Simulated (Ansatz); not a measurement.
# H6N2O2Ti: a ladder of functionals and wavefunction methods

One table from this session's results is given with a row withheld; the runs are named, their logs left out.

Computed with Ansatz 0.2.0, Gaussian basis. Level: functionals in def2-TZVPP, the program's frozen cores in correlated methods.

The runs, in order: LDA (SPW92), PBE-D4, revPBE-D4, BLYP-D4, r2SCAN-D4, B97M-V, PBE0-D4, B3LYP-D4, r2SCANh-D4, r2SCAN0-D4, HSE06-D4, BHLYP-D4, CAM-B3LYP-D4, LC-ωPBE, ωB97X-V, ωB97M-V, B2PLYP, PBE-QIDH; CCSD(T)/def2-SVP; CCSD(T)/def2-TZVPP; MP2/def2-QZVPP; extrapolation to the limit; RPA on PBE.

### The geometry

All runs share one geometry, relaxed beforehand with PBE0-D4 in a triple-zeta def2 set.

SMILES `[NH2][Ti]([NH2])([OH])[OH]`, 11 atoms, charge 0, spin multiplicity 1.

Atoms are counted from 1 here; the program's logs count them from 0.

Bond lengths: N1–Ti2 1.887 Å, N1–H6 1.010 Å, N1–H7 1.009 Å, Ti2–N3 1.886 Å, Ti2–O4 1.808 Å, Ti2–O5 1.807 Å, N3–H8 1.010 Å, N3–H9 1.010 Å, O4–H10 0.957 Å, O5–H11 0.958 Å. Angles: Ti2–N1–H6 123.4°, Ti2–N1–H7 125.2°, H6–N1–H7 110.4°, N1–Ti2–N3 107.5°, N1–Ti2–O4 107.3°, N1–Ti2–O5 110.5°, N3–Ti2–O4 112.7°, N3–Ti2–O5 106.7°, O4–Ti2–O5 112.1°, Ti2–N3–H8 125.2°, Ti2–N3–H9 123.5°, H8–N3–H9 110.3°, Ti2–O4–H10 131.2°, Ti2–O5–H11 128.7°.

Set-up of the first run:

Input file in.yaml:

```yaml
crystal:
  periodic: [false, false, false]
  atoms:
    - {symbol: N, position_ang: [-1.268752, 1.121848, 0.179168]}
    - {symbol: Ti, position_ang: [0.231586, 0.025408, -0.151194]}
    - {symbol: N, position_ang: [0.218849, -1.353643, 1.134648]}
    - {symbol: O, position_ang: [1.699723, 1.074733, -0.036146]}
    - {symbol: O, position_ang: [0.088865, -0.770922, -1.767056]}
    - {symbol: H, position_ang: [-1.292448, 2.109639, -0.031973]}
    - {symbol: H, position_ang: [-2.065659, 0.862667, 0.740857]}
    - {symbol: H, position_ang: [0.626879, -1.292982, 2.056688]}
    - {symbol: H, position_ang: [-0.030098, -2.309451, 0.923653]}
    - {symbol: H, position_ang: [2.462478, 1.156360, -0.608676]}
    - {symbol: H, position_ang: [-0.606124, -0.680553, -2.419470]}
basis:
  gaussian: {orbitals: def2-TZVPP}
hamiltonian: {xc: lda}
output: {orbitals: {seedname: orbitals}}
```

On the command line:

```
$ ansatz run in.yaml --threads 4 --pin off --events-out ev --progress --plain --max-ram 10444MiB
```

Steps of the session up to this table: LDA; PBE-D4 (GGA); revPBE-D4 (GGA); BLYP-D4 (GGA); r2SCAN-D4 (meta-GGA); B97M-V (meta-GGA); PBE0-D4 (hybrid); B3LYP-D4 (hybrid); r2SCANh-D4 (hybrid); r2SCAN0-D4 (hybrid); HSE06-D4 (hybrid); BHLYP-D4 (hybrid); CAM-B3LYP-D4 (range-separated); LC-ωPBE (range-separated); ωB97X-V (range-separated); ωB97M-V (range-separated); B2PLYP (double hybrid); PBE-QIDH (double hybrid).

One of the session's tables, all rows but one given; the rest of the session is left out.

It belongs to the step «Orbital energies across the functionals». 

| functional | HOMO (eV) | gap (eV) |
| --- | --- | --- |
| LDA (SPW92) | -5.81 | 3.65 |
| PBE-D4 | -5.62 | 3.68 |
| revPBE-D4 | -5.54 | 3.69 |
| BLYP-D4 | -5.51 | 3.64 |
| r2SCAN-D4 | -5.90 | 4.08 |
| B97M-V | -5.96 | 4.14 |
| PBE0-D4 | -7.00 | 6.11 |
| B3LYP-D4 | -6.77 | 5.57 |
| r2SCANh-D4 | -6.42 | 5.00 |
| r2SCAN0-D4 | -7.21 | 6.41 |
| HSE06-D4 | -6.60 | 5.32 |
| BHLYP-D4 | -8.32 | 8.62 |
| CAM-B3LYP-D4 | ? | ? |
| LC-ωPBE | -9.81 | 11.24 |
| ωB97X-V | -9.44 | 10.83 |
| ωB97M-V | -9.36 | 10.43 |

Q: Estimate the row for CAM-B3LYP-D4 from the others.

**Answer.** HOMO (eV): -8.43; gap (eV): 8.67. In the column «HOMO (eV)» it lies between ωB97M-V (-9.36) and BHLYP-D4 (-8.32).
